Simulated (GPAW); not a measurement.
# SnH2Cl (SMILES [Cl][SnH2]): a chain of runs

Wanted: a geometry optimisation (UWC/real-space grid), then the harmonic vibrations (UWC/real-space grid) of SnH2Cl. 

The results are computed with GPAW 26.7.0.

2 further runs of the same task are left out: 1 that didn't finish, 1 set aside as unsound or not needed. Runs told in other sessions of the task aren't counted.

## 1. The structure to begin with

SnH2Cl: 4 atoms, total charge 0, spin state doublet. SMILES: `[Cl][SnH2]`. All atoms were displaced at random from a relaxed shape. The run starts from this shape.

Bond lengths: Cl1–Sn2 2.340 Å, Sn2–H3 1.683 Å, Sn2–H4 1.800 Å. Angles: Cl1–Sn2–H3 103.2°, Cl1–Sn2–H4 103.8°, H3–Sn2–H4 111.4°.

## 2. A geometry optimisation at UWC/real-space grid (scalar-relativistic datasets) (run 1)

mol.xyz

```xyz
4

Cl    -1.877720     0.401075    -0.572111
Sn     0.377025    -0.203507    -0.410135
H      0.355961    -1.473550     0.694091
H      1.164911     1.258229     0.283423
```

mol_relax.py

```python
from ase.io import read, write
from ase.optimize import QuasiNewton
from gpaw import GPAW, setup_paths
from gpaw.atom.configurations import parameters
from gpaw.atom.generator import Generator
from gpaw.utilities.adjust_cell import adjust_cell

atoms = read("mol.xyz")
adjust_cell(atoms, 5.0, h=0.2)
atoms.set_initial_magnetic_moments([1 / len(atoms)] * len(atoms))

for symbol in ["Cl", "H", "Sn"]:
    Generator(symbol, xcname="WC", scalarrel=True, nofiles=True, txt=None).run(**parameters[symbol])
setup_paths.insert(0, ".")

gpaw_calc = GPAW(mode="fd",
                 h=0.2,
                 xc="WC",
                 occupations={"name": "fermi-dirac", "width": 0.0, "fixmagmom": True},
                 maxiter=120,
                 symmetry="off",
                 txt="-")
atoms.calc = gpaw_calc

opt = QuasiNewton(atoms, trajectory="mol.traj")
converged = opt.run(fmax=0.02, steps=60)
print("Converged:", converged)
print(f"Final energy: {atoms.get_potential_energy():.5f} eV")
print(f"r(H2-Sn1)               {atoms.get_distance(2, 1):.4f} Ang")
print(f"r(H3-Sn1)               {atoms.get_distance(3, 1):.4f} Ang")
write("relaxed.xyz", atoms)
```

The run is started by

```bash
$ python3 mol_relax.py
```

Log:

```text
[...]
Number of symmetries: 1
[...]
  Number of IBZ points: 1
[...]
Spin-components: 2 (collinear spins)
Bands:           15
[...]
  Valence electrons: 23.0
[...]
  Grid points: [68 64 60]
  Charge: 0.0  # |e|
[...]
    cutoffs:
[...]
occupation numbers:
  Fixed magnetic moment: 1.000
[...]
xc functional:
  name: WC with 2 nearest neighbor stencil
[...]
|iter     |     time |      energy | eigst |  dens |  magmom |
[...]
|iter:   1| 00:00:08 |  -12.653478 | +0.51 |       |  +0.9956|
[...]
Converged in 15 steps
[...]
dipole moment: (0.449674, -0.163269, -0.007650)  # |e|*Ang
Total magnetic moment: (0.000000, 0.000000, 1.000000)
[...]
Converged in 12 steps
[...]
Converged in 10 steps
[...]
Converged in 8 steps
[...]
Converged in 7 steps
[...]
|iter:   6| 00:09:01 |  -12.279556c| -7.48c| -4.79c|  +1.0000|
Converged in 6 steps
[...]
Energy contributions relative to reference atoms: (reference = -180562.333663)
Energy contributions:
  Kinetic:          13.749295
  Coulomb:         -15.227480
  Zero:              0.184339
  External:          0.000000
  Xc:              -10.985710
  Entropy:           0.000000
  Spinorbit:         0.000000
  ----------------------------
  Free energy:     -12.279556
  Extrapolated:    -12.279556
[...]
Total magnetic moment: (0.000000, 0.000000, 1.000001)
Local magnetic moments
|        x |        y |        z |
|----------|----------|----------|
| 0.000000 | 0.000000 | 0.045016 |  # Cl   0
| 0.000000 | 0.000000 | 0.254253 |  # Sn   1
| 0.000000 | 0.000000 | 0.030565 |  # H    2
| 0.000000 | 0.000000 | 0.030595 |  # H    3
Fermi levels: -3.175, -5.051
Eigenvalues  # (at kpt = [0.000, 0.000, 0.000])
| band index |      eig [eV] | occ [0-1] |      eig [eV] | occ [0-1] |
[...]
Gap: 2.671 eV
Transition (v -> c):
[...]
Forces  # eV/Ang
|        x |        y |        z |
|----------|----------|----------|
| -0.00008 |  0.00001 |  0.00040 |  # Cl   0
| -0.00071 | -0.00880 | -0.00885 |  # Sn   1
| -0.00131 | -0.00150 |  0.00225 |  # H    2
| -0.00475 |  0.00093 |  0.01114 |  # H    3
Force computation time: 0.129  # s
BFGSLineSearch:    7[ 10] hh:mm:ss      -12.279556       0.0125
Converged: True
Final energy: -12.27956 eV
r(H2-Sn1)               1.7320 Ang
r(H3-Sn1)               1.7317 Ang
```

Wall time 9.1 min (1 thread of Intel Xeon at 2.70GHz, shared host); peak memory 0.97 GiB.

Steps, from the record of the run:

```csv
step,energy from the first frame kept (eV),largest force (eV/Å)
0,0.0000,1.1137
1,-0.0390,0.1245
2,-0.0400,0.1045
3,-0.0410,0.0712
4,-0.0426,0.0735
5,-0.0430,0.0883
6,-0.0434,0.0219
7,-0.0435,0.0125
```

After the run. Bond lengths: Cl1–Sn2 2.349 Å, Sn2–H3 1.732 Å, Sn2–H4 1.732 Å. Angles: Cl1–Sn2–H3 104.5°, Cl1–Sn2–H4 104.6°, H3–Sn2–H4 112.0°.

## 3. Vibrational wavenumbers at UWC/real-space grid (scalar-relativistic datasets, shape nonlinear) (run 2)

relaxed.xyz

```xyz
4
Lattice="13.600000000000001 0.0 0.0 0.0 12.8 0.0 0.0 0.0 12.0" Properties=species:S:1:pos:R:3:initial_magmoms:R:1:magmoms:R:1:forces:R:3 free_energy=-12.279556438149452 energy=-12.279556438149452 dipole="0.46409227095378525 -0.12704968839464756 0.009357747496534681" magmom=1.0000009477560046 pbc="F F F"
Cl       5.28050295       6.92337311       5.32514246       0.25000000       0.04501575      -0.00008013       0.00000544       0.00040164
Sn       7.54312645       6.33200080       5.54285368       0.25000000       0.25425300      -0.00070854      -0.00880487      -0.00885265
H        7.54057360       5.00543889       6.65636869       0.25000000       0.03056507      -0.00131434      -0.00150091       0.00225253
H        8.29913345       7.73927032       6.21143714       0.25000000       0.03059520      -0.00475304       0.00092870       0.01114419
```

molecule_vib.py

```python
from ase.io import read
from ase.thermochemistry import IdealGasThermo
from ase.vibrations import Infrared
from gpaw import GPAW, setup_paths
from gpaw.atom.configurations import parameters
from gpaw.atom.generator import Generator

# Structure
atoms = read('relaxed.xyz')
atoms.set_initial_magnetic_moments([1 / len(atoms)] * len(atoms))

# PAW datasets for this functional
for symbol in ['Cl', 'H', 'Sn']:
    Generator(symbol, xcname='WC', scalarrel=True, nofiles=True, txt=None).run(**parameters[symbol])
setup_paths.insert(0, '.')

# GPAW settings
gpaw_calc = GPAW(mode='fd',
                 maxiter=120,
                 symmetry='off',
                 occupations={'name': 'fermi-dirac', 'width': 0.0, 'fixmagmom': True},
                 convergence={'density': 1e-05},
                 xc='WC',
                 h=0.2,
                 txt='molecule.txt')
atoms.calc = gpaw_calc

energy = atoms.get_potential_energy()
vib = Infrared(atoms, delta=0.015)
vib.run()
vib.summary()
freqs = vib.get_frequencies()
zpe = vib.get_zero_point_energy()
intensities = vib.intensities

thermo = IdealGasThermo(vib_energies=vib.get_energies(), potentialenergy=energy, atoms=atoms, geometry='nonlinear',
                        symmetrynumber=1, spin=0.5, ignore_imag_modes=True)
H = thermo.get_enthalpy(298.15, verbose=False)
S = thermo.get_entropy(298.15, 1000.0, verbose=False)
G = thermo.get_gibbs_energy(temperature=298.15, pressure=1000.0)
```

The run is started by

```bash
$ OMP_NUM_THREADS=1 python molecule_vib.py
```

Log:

```text
-------------------------------------
 Mode    Frequency        Intensity
  #    meV     cm^-1   (D/Å)^2 amu^-1
-------------------------------------
  0   16.2i    130.4i     0.0130
  1    3.1      24.7      0.0108
  2    7.0      56.9      0.0070
  3   16.2     130.3      0.0527
  4   17.6     142.2      0.0270
  5   23.1     186.4      0.0766
  6   46.7     376.3      1.1137
  7   61.6     496.5      0.3708
  8   72.8     587.1      0.6800
  9   87.7     707.2      1.4483
 10  218.4    1761.5      2.0397
 11  227.1    1831.5      4.0974
-------------------------------------
Zero-point energy: 0.391 eV
Static dipole moment: 2.312 D
Maximum force on atom in `equilibrium`: 0.0124 eV/Å

Enthalpy components at T = 298.15 K:
===============================
Enthalpy components at T = 298.15 K:
===============================
E_pot                -12.280 eV
E_ZPE                  0.357 eV
Cv_trans (0->T)        0.039 eV
Cv_rot (0->T)          0.039 eV
Cv_vib (0->T)          0.023 eV
-------------------------------
U                    -11.823 eV
===============================
(C_v -> C_p)           0.026 eV
-------------------------------
H                    -11.797 eV
===============================

Entropy components at T = 298.15 K and P = 1000.0 Pa:
=================================================
{"":15s}{"S":13s}     {"T*S:13s}
S_trans (1 bar)    0.0017811 eV/K        0.531 eV
S_rot              0.0010121 eV/K        0.302 eV
S_elec             0.0000597 eV/K        0.018 eV
S_vib              0.0001083 eV/K        0.032 eV
S (1 bar -> P)     0.0003968 eV/K        0.118 eV
-------------------------------------------------
S                  0.0033581 eV/K        1.001 eV
=================================================

Free energy components at T = 298.15 K and P = 1000.0 Pa:
=======================
    H        -11.797 eV
 -T*S         -1.001 eV
-----------------------
    G        -12.798 eV
=======================
```

molecule.txt:

```text
__  _  _
 | _ |_)|_||  |
 |__||  | ||/\| - 26.7.0

units:  Angstrom and eV
cores:  1
OpenMP: False

Versions:
  Python: 3.12.14
  ASE:    3.29.0
  Numpy:  2.5.5
  Scipy:  1.18.1
  Libxc:  7.0.0

Input parameters:
  mode=FD(),
  convergence={'density': 1e-05},
  h=0.2,
  maxiter=120,
  occupations=Occupations(name='fermi-dirac', width=0.0, fixmagmom=True),
  symmetry=Symmetry(point_group=False, time_reversal=False),
  xc=XC(name='WC')

[... 159 lines left out ...]
Reference energy: -180562.333663  # eV
[... 16 lines left out ...]
  Fourier metric: weight=20.0, sigma=0.015
[... 18 lines left out ...]
- Maximum [total energy] change in last 3 cyles: 0.0005 eV / valence electron
[... 25 lines left out ...]
  Free energy:     -12.279613
[... 12 lines left out ...]
  Free energy:     -12.279291
[... 83 lines left out ...]
convergence criteria:
[... 14 lines left out ...]
Converged in 9 steps
[... 15 lines left out ...]
dipole moment: (0.462469, -0.128759, 0.006445)  # |e|*Ang
[... 23 lines left out ...]
Gap: 2.686 eV
Transition (v -> c):
  (s=1, k=0, n=11, [0.00, 0.00, 0.00]) -> (s=0, k=0, n=12, [0.00, 0.00, 0.00])
No difference between direct/indirect transitions
vacuum-level: 0.000  # V

Forces  # eV/Ang
|        x |        y |        z |
|----------|----------|----------|
|  0.00003 | -0.00064 | -0.00163 |  # Cl   0
|  0.02871 |  0.05002 |  0.03086 |  # Sn   1
| -0.00337 | -0.01122 | -0.00142 |  # H    2
| -0.03138 | -0.04187 | -0.01673 |  # H    3

Force computation time: 0.190  # s

timing:  # [seconds]
  Total:  1252.959  # ━━━━━━━━━━━━━━━━━━━━━━━━━━━━━━━━━━━━━━━━━━━━━━━━━━━━━━━
  Init:      4.689  #
  SCF:    1183.087  # ━━━━━━━━━━━━━━━━━━━━━━━━━━━━━━━━━━━━━━━━━━━━━━━━━━━━
  Forces:    3.707  #
  Move:     61.118  # ━━╸
```

Run time: 21 min. Hardware: 1 thread of Intel Xeon at 2.70GHz, shared host; peak memory 1 GiB.

## 4. Summary of results

```
                                                                                         quantity             value
               run 1, UWC/real-space grid: energy as printed (from the program's reference atoms)       -12.2796 eV
                                                        run 1, UWC/real-space grid: dipole moment            2.31 D
                                   run 1, UWC/real-space grid: HOMO energy (highest over α and β)          -5.59 eV
                                    run 1, UWC/real-space grid: LUMO energy (lowest over α and β)          -4.51 eV
                                           run 2, UWC/real-space grid: lowest harmonic wavenumber          376 cm⁻¹
                                          run 2, UWC/real-space grid: highest harmonic wavenumber         1832 cm⁻¹
                                                    run 2, UWC/real-space grid: zero-point energy       34.5 kJ/mol
run 2, UWC/real-space grid: ideal-gas entropy at 298.15 K and 1000 Pa (symmetry number 1 as used)  77.4 cal/(mol K)
```

The optimisation (run 1, UWC/real-space grid) took 7 steps and changed the energy by -0.043 eV. All 6 modes (run 2, UWC/real-space grid) are real, so the shape is a minimum at this level.
